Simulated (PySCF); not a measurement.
**CH₅B₂ClS₂: electronic excitations at several levels of theory**

How much do the electronic excitations of CH₅B₂ClS₂ (`BSB(Cl)SC`) depend on the level of theory, and what does each level cost?

Programs: PySCF 2.14.0, with density-fitted response routines of our own. Each step states its level of theory. These are calculated values for one molecule in the gas phase, unless marked as measured. Atoms are numbered from 0 throughout.

### 1 Starting geometry

11 atoms, charge 0, multiplicity 1; geometry from: GFN2-xTB. The atoms were then displaced at random by about 0.01 Å, so the start is not that level's minimum.

Bonds of the start (Å): B0–S1 1.74, S1–B2 1.84, B2–Cl3 1.69, B2–S4 1.81, S4–C5 1.84, B0–H6 1.16, B0–H7 1.18, C5–H8 1.08, C5–H9 1.10, C5–H10 1.08.

### 2 Geometry optimisation at PBE0-D3(BJ)/def2-SVP

Job settings and geometry (Å):

```
{"job": {"xc": "PBE0", "basis": "def2-SVP", "d3": "d3bj", "grid": 1, "shake": 0.01, "kind": "geom"}, "charge": 0, "multiplicity": 1}
B     -2.618410     0.153930     0.676260
S     -0.895350     0.379710     0.757820
B     -0.137070    -0.712750    -0.515410
Cl    -1.000600    -1.718910    -1.564750
S      1.659160    -0.757240    -0.687630
C      2.256530     0.430690     0.582730
H     -3.110780    -0.554450    -0.094940
H     -3.247280     0.821970     1.417380
H      1.863500     1.418120     0.392050
H      1.934900     0.093480     1.575910
H      3.333520     0.419640     0.524760
```

Command:

```sh
$ OMP_NUM_THREADS=1 python probes_run.py task.json out
```

This one command runs all jobs of the session in turn.

The program printed:

```text
step   0  E = -1346.50311634  max force = 0.024882
step   1  E = -1346.50642046  max force = 0.014441
step   2  E = -1346.50771430  max force = 0.007438
step   3  E = -1346.50798195  max force = 0.002147
step   4  E = -1346.50804484  max force = 0.001516
step   5  E = -1346.50811471  max force = 0.000496
step   6  E = -1346.50815443  max force = 0.000499
step   7  E = -1346.50820323  max force = 0.001025
step   8  E = -1346.50821486  max force = 0.000555
step   9  E = -1346.50821826  max force = 0.000154
optimisation converged
```

Run time: 58 s. Hardware: 1 thread of Arm Neoverse V1, shared host; peak memory 0.52 GiB.

Along the way:

| step | energy from step 0 (eV) | largest force component (eV/Å) |
| --- | --- | --- |
| 0 | 0.0000 | 1.2795 |
| 1 | -0.0899 | 0.7426 |
| 2 | -0.1251 | 0.3825 |
| 3 | -0.1324 | 0.1104 |
| 4 | -0.1341 | 0.0780 |
| 5 | -0.1360 | 0.0255 |
| 6 | -0.1371 | 0.0257 |
| 7 | -0.1384 | 0.0527 |
| 8 | -0.1387 | 0.0285 |
| 9 | -0.1388 | 0.0079 |

Close pairs (by a distance rule), those that changed most:

| bond | before (Å) | after (Å) | change (Å) |
| --- | --- | --- | --- |
| B2–Cl3 | 1.691 | 1.754 | +0.063 |
| B0–S1 | 1.740 | 1.788 | +0.048 |
| B0–H6 | 1.157 | 1.201 | +0.044 |
| B0–H7 | 1.179 | 1.204 | +0.025 |
| S4–C5 | 1.839 | 1.815 | -0.024 |
| B2–S4 | 1.805 | 1.783 | -0.022 |
| C5–H10 | 1.079 | 1.098 | +0.019 |
| C5–H8 | 1.080 | 1.098 | +0.018 |

The end geometry stands in the next job.

| at the end point | value |
| --- | --- |
| point group (found at 0.08 Å tolerance) | Cs |
| rotational constants (GHz, main isotopes) | 2.233, 1.522, 0.910 |
| dipole moment (D) | 1.83 |

### 3 TDDFT and polarisability: PBE0/def2-SVP

Job settings and geometry (Å):

```
{"job": {"kind": "uv", "xc": "PBE0", "basis": "def2-SVP"}, "charge": 0, "multiplicity": 1}
B     -2.645199    -0.138236     0.859673
S     -0.900322     0.250290     0.836994
B     -0.157334    -0.691037    -0.552908
Cl    -1.075449    -1.732386    -1.625423
S      1.591864    -0.575049    -0.879684
C      2.229317     0.564603     0.380877
H     -3.137945    -0.890417     0.063654
H     -3.275014     0.408421     1.728329
H      1.774778     1.558791     0.279930
H      2.048732     0.176132     1.391722
H      3.310727     0.640862     0.209263
```

Level: TDDFT PBE0/def2-SVP, vertical, gas phase, core orbitals frozen in the response.

The program printed:

```text
coarse grid: 11232 points
cycle   1  E = -1346.3486998051  dE =  4.506e-01  |g| = 2.342e-01  |ddm| = 3.440e+00
cycle   2  E = -1346.3465714058  dE =  2.128e-03  |g| = 2.673e-01  |ddm| = 6.149e-01
cycle   3  E = -1346.3657771653  dE = -1.921e-02  |g| = 5.529e-02  |ddm| = 3.371e-01
cycle   4  E = -1346.3666945764  dE = -9.174e-04  |g| = 1.416e-02  |ddm| = 8.221e-02
cycle   5  E = -1346.3667550429  dE = -6.047e-05  |g| = 3.699e-03  |ddm| = 2.192e-02
cycle   6  E = -1346.3667595675  dE = -4.525e-06  |g| = 8.321e-04  |ddm| = 5.917e-03
final grid: 95728 points
cycle   7  E = -1346.4968719248  dE = -1.987e-05  |g| = 7.833e-03  |ddm| = 2.992e-02
cycle   8  E = -1346.4968635552  dE =  8.370e-06  |g| = 9.494e-03  |ddm| = 1.911e-02
cycle   9  E = -1346.4968892849  dE = -2.573e-05  |g| = 5.807e-04  |ddm| = 1.093e-02
cycle  10  E = -1346.4968893721  dE = -8.713e-08  |g| = 2.167e-04  |ddm| = 9.060e-04
cycle  11  E = -1346.4968893865  dE = -1.446e-08  |g| = 4.938e-05  |ddm| = 2.919e-04
cycle  12  E = -1346.4968893873  dE = -7.460e-10  |g| = 1.526e-05  |ddm| = 7.642e-05
converged SCF energy = -1346.4968893873

Static polarisability (au): isotropic 80.025, principal 46.061 80.438 113.577

Singlet excitations
state   eV       nm        f      main configurations
  1   5.0051    247.7   0.19816   H->L 0.98
  2   5.1443    241.0   0.00027   H-1->L 0.91
  3   5.6791    218.3   0.00212   H-3->L 0.88
  4   5.7073    217.2   0.09855   H-2->L 0.95
  5   5.9791    207.4   0.00138   H-4->L 0.89
  6   6.5432    189.5   0.05256   H->L+1 0.96
  7   6.7703    183.1   0.00068   H-1->L+1 0.34, H->L+2 0.30, H-5->L 0.25
  8   6.8247    181.7   0.00024   H->L+2 0.66, H-1->L+1 0.21
  9   6.9536    178.3   0.00014   H-1->L+1 0.41, H-5->L 0.40
 10   7.3838    167.9   0.00023   H-3->L+1 0.78

Triplet excitations (Tamm-Dancoff, eV): 4.0452 4.7194 4.8011 5.3105
```

Wall time 12 s (1 thread of Arm Neoverse V1, shared host); peak memory 0.6 GiB.

Frontier orbitals and where they lie:

| orbital | eV | atoms |
| --- | --- | --- |
| HOMO−3 | -9.06 | Cl3 28 %, S1 25 %, B0 17 % |
| HOMO−2 | -8.64 | S1 57 %, Cl3 26 %, B0 10 % |
| HOMO−1 | -8.52 | S1 35 %, Cl3 26 %, S4 14 % |
| HOMO | -7.61 | S4 68 %, S1 9 %, Cl3 6 % |
| LUMO | -1.90 | B0 58 %, B2 23 %, S4 8 % |
| LUMO+1 | -0.23 | B2 39 %, B0 22 %, S1 21 % |
| LUMO+2 | 0.81 | S4 32 %, C5 26 %, B2 12 % |

With each of the 10 states as a Gaussian band of 0.4 eV half-width at 1/e, the curve within the window shown has maxima at 246 nm (ε 8,200), 190 nm (ε 2,200) L/(mol cm). Beyond the last state computed it falls off for lack of states. The curve at chosen wavelengths:

| nm | ε (L/mol/cm) |
| --- | --- |
| 161 | 6 |
| 166 | 25 |
| 171 | 129 |
| 175 | 407 |
| 180 | 1116 |
| 185 | 1915 |
| 190 | 2221 |
| 195 | 2023 |
| 199 | 1939 |
| 204 | 2389 |
| 209 | 3338 |
| 214 | 4210 |
| 219 | 4632 |
| 223 | 4775 |
| 228 | 5141 |
| 233 | 5996 |
| 238 | 7143 |
| 243 | 8034 |
| 247 | 8231 |
| 252 | 7697 |
| 257 | 6475 |
| 262 | 4940 |
| 267 | 3452 |
| 271 | 2447 |
| 276 | 1494 |
| 281 | 856 |

Further results of this job:

| property | computed |
| --- | --- |
| dipole moment (D) | 1.82 |
| polarisability (Å³) | 11.86 |
| HOMO–LUMO gap (eV) | 5.70 |
| −ε(HOMO) (eV) | 7.61 |

### 4 Ultraviolet spectrum: PBE0/def2-TZVP

Same as in step 3 but for these lines:

```diff
@@ -1,2 +1,2 @@
-{"job": {"kind": "uv", "xc": "PBE0", "basis": "def2-SVP"}, "charge": 0, "multiplicity": 1}
+{"job": {"kind": "uv", "xc": "PBE0", "basis": "def2-TZVP"}, "charge": 0, "multiplicity": 1}
 B     -2.645199    -0.138236     0.859673
```

Method: TDDFT PBE0/def2-TZVP, vertical, gas phase, core orbitals frozen in the response.

The program printed:

```text
coarse grid: 11232 points
cycle   1  E = -1347.0059396687  dE =  4.898e-01  |g| = 2.504e-01  |ddm| = 2.548e+00
cycle   2  E = -1347.0099163070  dE = -3.977e-03  |g| = 2.347e-01  |ddm| = 4.349e-01
cycle   3  E = -1347.0224586703  dE = -1.254e-02  |g| = 7.502e-02  |ddm| = 1.978e-01
cycle   4  E = -1347.0238589961  dE = -1.400e-03  |g| = 2.731e-02  |ddm| = 7.712e-02
cycle   5  E = -1347.0240665237  dE = -2.075e-04  |g| = 3.150e-03  |ddm| = 2.372e-02
cycle   6  E = -1347.0240680436  dE = -1.520e-06  |g| = 2.229e-03  |ddm| = 4.174e-03
final grid: 95728 points
cycle   7  E = -1347.0220585634  dE = -3.597e-05  |g| = 1.180e-02  |ddm| = 3.879e-02
cycle   8  E = -1347.0220405210  dE =  1.804e-05  |g| = 1.393e-02  |ddm| = 1.731e-02
cycle   9  E = -1347.0220868649  dE = -4.634e-05  |g| = 1.361e-03  |ddm| = 1.033e-02
cycle  10  E = -1347.0220873045  dE = -4.396e-07  |g| = 4.552e-04  |ddm| = 1.182e-03
cycle  11  E = -1347.0220873639  dE = -5.943e-08  |g| = 9.303e-05  |ddm| = 3.882e-04
cycle  12  E = -1347.0220873662  dE = -2.248e-09  |g| = 3.265e-05  |ddm| = 8.760e-05
cycle  13  E = -1347.0220873665  dE = -3.031e-10  |g| = 6.851e-06  |ddm| = 3.238e-05
converged SCF energy = -1347.0220873665

Static polarisability (au): isotropic 94.028, principal 60.469 95.842 125.774

Singlet excitations
state   eV       nm        f      main configurations
  1   4.8639    254.9   0.19741   H->L 0.98
  2   5.0463    245.7   0.00023   H-1->L 0.92
  3   5.5740    222.4   0.04170   H-2->L 0.47, H-3->L 0.47
  4   5.5819    222.1   0.04567   H-2->L 0.49, H-3->L 0.43
  5   5.8847    210.7   0.00147   H-4->L 0.90
  6   6.2815    197.4   0.03836   H->L+1 0.96
  7   6.4358    192.6   0.00016   H->L+2 0.93
  8   6.6245    187.2   0.00034   H-1->L+1 0.71, H-5->L 0.18
  9   6.8225    181.7   0.00002   H-5->L 0.53, H-1->L+1 0.23, H-4->L+1 0.12
 10   7.1856    172.5   0.00068   H-3->L+1 0.85

Triplet excitations (Tamm-Dancoff, eV): 3.9141 4.5931 4.7209 5.1758
```

Wall time 33 s (1 thread of Arm Neoverse V1, shared host); peak memory 0.88 GiB.

Key values: HOMO -7.66 eV, LUMO -2.04 eV; lowest singlet 4.86 eV.

### 5 TDDFT and polarisability: PBE0/aug-cc-pVDZ

Same as in step 4 but for these lines:

```diff
@@ -1,2 +1,2 @@
-{"job": {"kind": "uv", "xc": "PBE0", "basis": "def2-TZVP"}, "charge": 0, "multiplicity": 1}
+{"job": {"kind": "uv", "xc": "PBE0", "basis": "aug-cc-pVDZ"}, "charge": 0, "multiplicity": 1}
 B     -2.645199    -0.138236     0.859673
```

With the program's defaults for keys left out, this is: TDDFT PBE0/aug-cc-pVDZ, vertical, gas phase, core orbitals frozen in the response.

The program printed:

```text
coarse grid: 11232 points
cycle   1  E = -1346.9352565434  dE =  5.379e-01  |g| = 2.320e-01  |ddm| = 7.097e+00
cycle   2  E = -1346.9357093960  dE = -4.529e-04  |g| = 2.514e-01  |ddm| = 1.203e+00
cycle   3  E = -1346.9522223897  dE = -1.651e-02  |g| = 6.045e-02  |ddm| = 5.462e-01
cycle   4  E = -1346.9533390480  dE = -1.117e-03  |g| = 1.649e-02  |ddm| = 1.340e-01
cycle   5  E = -1346.9534256207  dE = -8.657e-05  |g| = 3.660e-03  |ddm| = 3.967e-02
cycle   6  E = -1346.9534298879  dE = -4.267e-06  |g| = 1.122e-03  |ddm| = 1.033e-02
final grid: 95728 points
cycle   7  E = -1346.9772241893  dE = -1.747e-05  |g| = 8.509e-03  |ddm| = 9.803e-02
cycle   8  E = -1346.9772122697  dE =  1.192e-05  |g| = 1.069e-02  |ddm| = 3.901e-02
cycle   9  E = -1346.9772446574  dE = -3.239e-05  |g| = 8.096e-04  |ddm| = 2.090e-02
cycle  10  E = -1346.9772448403  dE = -1.828e-07  |g| = 2.544e-04  |ddm| = 1.738e-03
cycle  11  E = -1346.9772448606  dE = -2.035e-08  |g| = 6.179e-05  |ddm| = 5.704e-04
cycle  12  E = -1346.9772448618  dE = -1.129e-09  |g| = 2.068e-05  |ddm| = 1.458e-04
cycle  13  E = -1346.9772448619  dE = -1.348e-10  |g| = 5.243e-06  |ddm| = 5.782e-05
converged SCF energy = -1346.9772448619

Static polarisability (au): isotropic 99.358, principal 66.237 102.038 129.798

Singlet excitations
state   eV       nm        f      main configurations
  1   4.8787    254.1   0.20058   H->L 0.98
  2   5.0793    244.1   0.00026   H-1->L 0.92
  3   5.6061    221.2   0.08720   H-2->L 0.91
  4   5.6205    220.6   0.00638   H-3->L 0.85
  5   5.9134    209.7   0.00185   H-4->L 0.90
  6   6.2488    198.4   0.00330   H->L+2 0.80, H->L+1 0.08
  7   6.2652    197.9   0.03770   H->L+1 0.88
  8   6.6384    186.8   0.00015   H-1->L+1 0.72, H-5->L 0.18
  9   6.7593    183.4   0.00063   H->L+3 0.72, H->L+4 0.13
 10   6.8437    181.2   0.00003   H-5->L 0.56, H-1->L+1 0.22, H-4->L+1 0.12

Triplet excitations (Tamm-Dancoff, eV): 3.9570 4.6446 4.7463 5.2348
```

Run time: 26 s. Hardware: 1 thread of Arm Neoverse V1, shared host; peak memory 0.83 GiB.

In short: HOMO -7.68 eV, LUMO -2.05 eV; lowest singlet 4.88 eV.

### 6 Excited states and response: PBE0/def2-TZVPD

Same as in step 5 but for these lines:

```diff
@@ -1,2 +1,2 @@
-{"job": {"kind": "uv", "xc": "PBE0", "basis": "aug-cc-pVDZ"}, "charge": 0, "multiplicity": 1}
+{"job": {"kind": "uv", "xc": "PBE0", "basis": "def2-TZVPD"}, "charge": 0, "multiplicity": 1}
 B     -2.645199    -0.138236     0.859673
```

Method: TDDFT PBE0/def2-TZVPD, vertical, gas phase, core orbitals frozen in the response.

The program printed:

```text
coarse grid: 11232 points
cycle   1  E = -1347.0071804822  dE =  4.906e-01  |g| = 2.504e-01  |ddm| = 2.691e+00
cycle   2  E = -1347.0112116920  dE = -4.031e-03  |g| = 2.339e-01  |ddm| = 5.232e-01
cycle   3  E = -1347.0236700451  dE = -1.246e-02  |g| = 7.509e-02  |ddm| = 2.308e-01
cycle   4  E = -1347.0250604678  dE = -1.390e-03  |g| = 2.773e-02  |ddm| = 7.670e-02
cycle   5  E = -1347.0252753283  dE = -2.149e-04  |g| = 3.156e-03  |ddm| = 2.479e-02
cycle   6  E = -1347.0252768771  dE = -1.549e-06  |g| = 2.207e-03  |ddm| = 4.714e-03
final grid: 95728 points
cycle   7  E = -1347.0232688624  dE = -3.790e-05  |g| = 1.182e-02  |ddm| = 1.219e-01
cycle   8  E = -1347.0232506322  dE =  1.823e-05  |g| = 1.397e-02  |ddm| = 2.140e-02
cycle   9  E = -1347.0232972412  dE = -4.661e-05  |g| = 1.367e-03  |ddm| = 1.229e-02
cycle  10  E = -1347.0232976886  dE = -4.474e-07  |g| = 4.593e-04  |ddm| = 1.363e-03
cycle  11  E = -1347.0232977488  dE = -6.019e-08  |g| = 9.696e-05  |ddm| = 4.187e-04
cycle  12  E = -1347.0232977513  dE = -2.446e-09  |g| = 3.433e-05  |ddm| = 1.169e-04
cycle  13  E = -1347.0232977516  dE = -3.326e-10  |g| = 7.031e-06  |ddm| = 4.270e-05
converged SCF energy = -1347.0232977516

Static polarisability (au): isotropic 100.311, principal 66.916 102.960 131.058

Singlet excitations
state   eV       nm        f      main configurations
  1   4.8309    256.6   0.20056   H->L 0.98
  2   5.0264    246.7   0.00025   H-1->L 0.92
  3   5.5494    223.4   0.07029   H-2->L 0.79, H-3->L 0.16
  4   5.5596    223.0   0.01665   H-3->L 0.74, H-2->L 0.17
  5   5.8648    211.4   0.00168   H-4->L 0.91
  6   6.1818    200.6   0.00836   H->L+2 0.63, H->L+1 0.23
  7   6.1941    200.2   0.02743   H->L+1 0.73, H->L+2 0.20
  8   6.5728    188.6   0.00012   H-1->L+1 0.75, H-5->L 0.15
  9   6.7228    184.4   0.00031   H->L+3 0.75, H->L+2 0.11
 10   6.7886    182.6   0.00003   H-5->L 0.57, H-1->L+1 0.19, H-4->L+1 0.13

Triplet excitations (Tamm-Dancoff, eV): 3.8886 4.5766 4.7025 5.1537
```

It took 48 s on 1 thread of Arm Neoverse V1, shared host; peak memory 1.1 GiB.

Key values: HOMO -7.68 eV, LUMO -2.08 eV; lowest singlet 4.83 eV.

### 7 TDDFT and polarisability: PBE0/6-31+G*

Same as in step 6 but for these lines:

```diff
@@ -1,2 +1,2 @@
-{"job": {"kind": "uv", "xc": "PBE0", "basis": "def2-TZVPD"}, "charge": 0, "multiplicity": 1}
+{"job": {"kind": "uv", "xc": "PBE0", "basis": "6-31+G*"}, "charge": 0, "multiplicity": 1}
 B     -2.645199    -0.138236     0.859673
```

Method: TDDFT PBE0/6-31+G*, vertical, gas phase, core orbitals frozen in the response.

The program printed:

```text
coarse grid: 11232 points
cycle   1  E = -1346.9467970603  dE =  5.229e-01  |g| = 2.376e-01  |ddm| = 3.336e+00
cycle   2  E = -1346.9463094111  dE =  4.876e-04  |g| = 2.633e-01  |ddm| = 7.068e-01
cycle   3  E = -1346.9650713292  dE = -1.876e-02  |g| = 5.476e-02  |ddm| = 3.831e-01
cycle   4  E = -1346.9659893523  dE = -9.180e-04  |g| = 1.455e-02  |ddm| = 1.131e-01
cycle   5  E = -1346.9660562125  dE = -6.686e-05  |g| = 3.729e-03  |ddm| = 2.712e-02
cycle   6  E = -1346.9660607679  dE = -4.555e-06  |g| = 9.558e-04  |ddm| = 7.827e-03
final grid: 95728 points
cycle   7  E = -1346.8974529702  dE = -1.194e-05  |g| = 8.689e-03  |ddm| = 4.335e-02
cycle   8  E = -1346.8974414814  dE =  1.149e-05  |g| = 1.076e-02  |ddm| = 2.300e-02
cycle   9  E = -1346.8974753492  dE = -3.387e-05  |g| = 6.366e-04  |ddm| = 1.374e-02
cycle  10  E = -1346.8974754579  dE = -1.087e-07  |g| = 2.215e-04  |ddm| = 1.301e-03
cycle  11  E = -1346.8974754734  dE = -1.551e-08  |g| = 4.692e-05  |ddm| = 3.582e-04
cycle  12  E = -1346.8974754740  dE = -6.264e-10  |g| = 1.678e-05  |ddm| = 1.107e-04
converged SCF energy = -1346.8974754740

Static polarisability (au): isotropic 90.557, principal 56.257 93.076 122.338

Singlet excitations
state   eV       nm        f      main configurations
  1   4.9474    250.6   0.21723   H->L 0.98
  2   5.1575    240.4   0.00024   H-1->L 0.92
  3   5.6595    219.1   0.09242   H-2->L 0.94
  4   5.6803    218.3   0.00390   H-3->L 0.88
  5   5.9824    207.2   0.00182   H-4->L 0.90
  6   6.3116    196.4   0.00207   H->L+2 0.84
  7   6.3407    195.5   0.04361   H->L+1 0.92
  8   6.7119    184.7   0.00040   H-1->L+1 0.70, H-5->L 0.16
  9   6.8289    181.6   0.00095   H->L+3 0.83
 10   6.9199    179.2   0.00002   H-5->L 0.47, H-1->L+1 0.24, H-4->L+1 0.12

Triplet excitations (Tamm-Dancoff, eV): 4.0160 4.7280 4.8523 5.3137
```

Wall time 14 s (1 thread of Arm Neoverse V1, shared host); peak memory 0.66 GiB.

In short: HOMO -7.70 eV, LUMO -2.03 eV; lowest singlet 4.95 eV.

### 8 Side by side: electronic excitations

Excitations and ground-state properties, with basis size and wall time:

| run | lowest singlet (eV) | brightest (eV) | f | gap (eV) | α (Å³) | μ (D) | functions | time |
| --- | --- | --- | --- | --- | --- | --- | --- | --- |
| PBE0/def2-SVP | 5.01 | 5.01 | 0.198 | 5.70 | 11.86 | 1.82 | 121 | 12 s |
| PBE0/def2-TZVP | 4.86 | 4.86 | 0.197 | 5.62 | 13.93 | 1.98 | 234 | 33 s |
| PBE0/aug-cc-pVDZ | 4.88 | 4.88 | 0.201 | 5.63 | 14.72 | 2.00 | 195 | 26 s |
| PBE0/def2-TZVPD | 4.83 | 4.83 | 0.201 | 5.59 | 14.86 | 1.99 | 294 | 48 s |
| PBE0/6-31+G* | 4.95 | 4.95 | 0.217 | 5.67 | 13.42 | 2.00 | 130 | 14 s |

### 9 Results

| quantity | value |
| --- | --- |
| point group | Cs |
| rotational constants (main isotopes) | 2.23, 1.52, 0.91 GHz |
| lowest singlet (PBE0/def2-SVP) | 5.01 eV (248 nm), f = 0.198 |
| lowest triplet | 4.05 eV |
| range of the lowest singlet | 4.83 to 5.01 eV |

In words: Single values in the summary come from the first sound run of each kind (PBE0/def2-SVP), which need not be the best level. The start of the PBE0/def2-SVP relaxation was shaken at random by about 0.01 Å, so part of the energy gained, and of the first lengths quoted, undoes that. Over 9 steps the energy fell by 0.139 eV; of the close pairs, B2–Cl3 changed most, 1.691 to 1.754 Å. The first singlet state (HOMO→LUMO 0.98) lies at 5.01 eV and is bright. The lowest triplet lies 0.96 eV below the lowest singlet (triplets in Tamm-Dancoff, singlets in full TDDFT). The lowest singlet runs from 4.83 eV (PBE0/def2-TZVPD) to 5.01 eV (PBE0/def2-SVP), while the orbital gap spans 5.59 to 5.70 eV. The lowest state need not be the same one in every run.
